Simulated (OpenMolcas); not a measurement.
**Os²⁺: CASSCF and CASPT2 terms and fine-structure levels**

Which level of Os²⁺ lies lowest, and where do the others fall? The reference wave functions come first, then spin-orbit coupling, then second-order correlation under several settings.

Method: state-averaged CASSCF and CASPT2, spin-orbit coupling by RASSI with atomic mean-field integrals. Code: OpenMolcas 26.06.

### 1 What is computed

- Species: Os²⁺ (osmium, Z = 76, 74 electrons)
- Basis: ANO-RCC-VQZP [9s8p6d4f3g2h], 140 functions
- Scalar Hamiltonian: DKH2, point nucleus
- Inactive shells: 1s 2s 2p 3s 3p 3d 4s 4p 4d 4f 5s 5p
- Active space: 6 electrons in 5 orbitals (5d)
- Some configurations of this space: 5d6
- Orbitals: optimised for the highest spin of each parity, averaged over all roots

Outer shells as boxes (Hund's rule):

5d6
```
5d [↑↓][↑ ][↑ ][↑ ][↑ ]
```

The work runs as a chain of OpenMolcas steps in one folder; each step below is one input file. Labels, J, g values, rates, χT and fits are worked out afterwards by a script from the matrices that RASSI stores.

### 2 One- and two-electron integrals

Input file a.inp:

```
&GATEWAY
Coord
1

Os 0.0 0.0 0.0
Basis=ANO-RCC-VQZP
Group=XYZ
NoMove
AngMom=0.0 0.0 0.0
AMFI
&SEWARD
```

Run with:

```bash
$ OMP_NUM_THREADS=1 MOLCAS_MEM=2252 MOLCAS_PROJECT=a pymolcas a.inp > a.log
```

### 3 CASSCF: quintets of even parity, 5 roots

Input file a.inp:

```
&RASSCF
FileOrb=start.orb
Symmetry=1
Spin=5
nActEl=6 0 0
Inactive=15 19
Ras2=5 0
CIRoot=5 5 1
SDav=5
CIMx=300
Iter=120 100
PrWF=0.3
OrbListing=Nothing
MaxOrb=0
Atom
>>> COPY $Project.JobIph JOB001
```

start.orb holds the contracted functions of the basis, ordered by shell, or the orbitals of the step before.

### 4 Reference wave functions, triplets of even parity, 45 roots

Input file a.inp:

```
&RASSCF
FileOrb=start.orb
Symmetry=1
Spin=3
nActEl=6 0 0
Inactive=15 19
Ras2=5 0
CIRoot=45 45 1
SDav=45
CIMx=300
Iter=120 100
PrWF=0.3
OrbListing=Nothing
MaxOrb=0
Atom
CIOnly
>>> COPY $Project.JobIph JOB002
```

### 5 Reference wave functions, singlets of even parity, 50 roots

Input file a.inp:

```
&RASSCF
FileOrb=start.orb
Symmetry=1
Spin=1
nActEl=6 0 0
Inactive=15 19
Ras2=5 0
CIRoot=50 50 1
SDav=50
CIMx=300
Iter=120 100
PrWF=0.3
OrbListing=Nothing
MaxOrb=0
Atom
CIOnly
>>> COPY $Project.JobIph JOB003
```

### 6 RASSI: spin-orbit coupling between the states

Input file a.inp:

```
&RASSI
NrOfJobIphs=3 5 30 22
1 2 3 4 5
1 2 3 4 5 6 7 8 9 10 11 12 13 14 15 16 17 18 19 20 21 22 23 24 25 26 27
28 29 30
1 2 3 4 5 6 7 8 9 10 11 12 13 14 15 16 17 18 19 20 21 22
IphNames
JOB001
JOB002
JOB003
EJob
SpinOrbit
DIPRint=1.0
SOCoupling=1000.0
Subsets=2
MEES
Property=10
'ANGMOM' 1 'ANGMOM' 2 'ANGMOM' 3 'MLTPL  1' 1 'MLTPL  1' 2 'MLTPL  1' 3
'AMFI' 1 'AMFI' 2 'AMFI' 3 'MLTPL  2' 6
SOProperty=3
'ANGMOM' 1 'ANGMOM' 2 'ANGMOM' 3
```

### 7 CASPT2: IPEA 0.6, imaginary shift 0.4 (closed shells correlated: 5s 5p)

Input file a.inp:

```
>>> COPY JOB001 $Project.JobIph
&CASPT2
Multistate=5 1 2 3 4 5
NoMult
Frozen=14 16
IPEA=0.6
Imaginary=0.4
MaxIter=60
WThr=0.0 0.3 0.05
PrWF=0.5
NoMix
>>> COPY JOB002 $Project.JobIph
&CASPT2
Multistate=30 1 2 3 4 5 6 7 8 9 10 11 12 13 14 15 16 17 18 19 20 21 22
23 24 25 26 27 28 29 30
NoMult
Frozen=14 16
IPEA=0.6
Imaginary=0.4
MaxIter=60
WThr=0.0 0.3 0.05
PrWF=0.5
NoMix
>>> COPY JOB003 $Project.JobIph
&CASPT2
Multistate=22 1 2 3 4 5 6 7 8 9 10 11 12 13 14 15 16 17 18 19 20 21 22
NoMult
Frozen=14 16
IPEA=0.6
Imaginary=0.4
MaxIter=60
WThr=0.0 0.3 0.05
PrWF=0.5
NoMix
```

### 8 CASPT2: IPEA 0.6 (closed shells correlated: 5s 5p)

Changes to a.inp since step 7:

```diff
@@ -3,6 +3,4 @@
 Multistate=5 1 2 3 4 5
-NoMult
 Frozen=14 16
 IPEA=0.6
-Imaginary=0.4
 MaxIter=60
@@ -15,6 +13,4 @@
 23 24 25 26 27 28 29 30
-NoMult
 Frozen=14 16
 IPEA=0.6
-Imaginary=0.4
 MaxIter=60
@@ -26,6 +22,4 @@
 Multistate=22 1 2 3 4 5 6 7 8 9 10 11 12 13 14 15 16 17 18 19 20 21 22
-NoMult
 Frozen=14 16
 IPEA=0.6
-Imaginary=0.4
 MaxIter=60
```

### 9 CASPT2: IPEA 0.5, real shift 0.2 (closed shells correlated: 5s 5p)

Changes to a.inp since step 8:

```diff
@@ -3,4 +3,6 @@
 Multistate=5 1 2 3 4 5
+NoMult
 Frozen=14 16
-IPEA=0.6
+IPEA=0.5
+Shift=0.2
 MaxIter=60
@@ -13,4 +15,6 @@
 23 24 25 26 27 28 29 30
+NoMult
 Frozen=14 16
-IPEA=0.6
+IPEA=0.5
+Shift=0.2
 MaxIter=60
@@ -22,4 +26,6 @@
 Multistate=22 1 2 3 4 5 6 7 8 9 10 11 12 13 14 15 16 17 18 19 20 21 22
+NoMult
 Frozen=14 16
-IPEA=0.6
+IPEA=0.5
+Shift=0.2
 MaxIter=60
```

(Steps that only read results are left out.)

Before running it: what results should come out? Wanted: lowest level; first excited level; lowest level of another term; spin-orbit lowering of the lowest level; strongest of the lines computed, by gA.

**Answer**, as computed:

```
                                                                                      quantity                                                                       value
                                                                                        method  SS-CASPT2, IPEA 0.6, imaginary shift 0.4 (closed shells correlated: 5s 5p)
                                                                                  lowest level                                       5d6 5D4, 88 % of that term, g = 1.468
                                                                   ground level listed by NIST                                                                         5D4
                                                                           first excited level                                                        5d6 5D3 at 4920 cm-1
                                                                  lowest level of another term                                                       5d6 3H4 at 14150 cm-1
                                                       spin-orbit lowering of the lowest level                                                                   5764 cm-1
strongest of the lines computed, by gA (one parity, so forbidden lines), at SS-CASPT2 energies                               5d6 3P2 → 5d6 5D3, 719.1 nm, A = 2.76e+01 s⁻¹
```

Cost and accuracy by method:

```tsv
method	time of its own steps	time with the reference	mean absolute difference from method B (cm-1)
A. CASSCF	16 s	16 s	530
B. SS-CASPT2, IPEA 0.6, imaginary shift 0.4, +5s 5p	41 s	58 s	0
C. SS-CASPT2, IPEA 0.6, +5s 5p	44 s	61 s	9.1
D. SS-CASPT2, IPEA 0.5, real shift 0.2, +5s 5p	43 s	59 s	60
```

Times are of one thread on a shared host.

What this shows: The multiplet 5D is inverted; its intervals divided by the larger J differ by 105 % of their mean, where Landé's rule for pure LS coupling makes them equal. Second-order correlation (method B) scales the levels of the lowest configuration above 5000 cm⁻¹ by 0.92 to 1.00. Only the configurations of the active space and the roots asked for are present. The triplets, singlets rest on orbitals optimised for another spin in at least one step, which raises them against the optimised states. Not all states of the active space went into the spin-orbit step. CASPT2 does not keep the components of a term degenerate, and the means are used. Only valence configurations of the active space appear, up to the ionisation limit; * or ° marks odd parity.
